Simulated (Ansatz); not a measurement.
# Ta: the cost of one run

Method: DFT r2SCAN, scalar-relativistic, plane waves, PAW, in Ansatz 0.2.0.

## Step 1: Starting point

The structure is trigonal, space group R-3m (No. 166). The conventional cell has a = 3.638 Å, b = 3.638 Å, c = 10.118 Å, α = 90.00°, β = 90.00°, γ = 120.00°. Ta (site symmetry 3m) is surrounded by 3 Ta at 2.43 Å.

Structure file:

```
Ta
1.0
     1.81880    1.05008    3.37274
    -1.81880    1.05008    3.37274
     0.00000   -2.10017    3.37274
Ta
2
Direct
  0.22754 0.22754 0.22754
  0.77246 0.77246 0.77246
```

This is candidate A: grey arsenic (A7) type (R-3m, No. 166).

(A quick probe on a coarse mesh, which set the mesh and smearing, is not shown.)

## Step 3: Coarse relaxation (candidate A)

input.yaml

```yaml
crystal:
  lattice:
    - [1.8187969412, 1.0500829036, 3.3727408664]
    - [-1.8187969412, 1.0500829036, 3.3727408664]
    - [0.0, -2.1001658073, 3.3727408664]
  atoms:
    - { symbol: Ta, position: [0.22754, 0.22754, 0.22754] }
    - { symbol: Ta, position: [0.77246, 0.77246, 0.77246] }
basis:
  ecutwfc: 500
kpoints:
  mp_grid: { grid: [6, 6, 6] }
hamiltonian:
  xc: r2scan
scf:
  occupations: { method: gaussian, width: 0.1 }
  lower_state_search: "off"
output:
  forces: true
  stress: true
  eigenvalues: true
relax:
  adjacent_minimum: "off"
  f_tol: 0.04
  max_steps: 70
  cell: { stress_tol: 0.4 }
```

**Question.** How long does this run take on 1 thread of an Arm CPU, shared host, and how much memory does it need?

About 83 s, with a peak of 0.58 GiB.
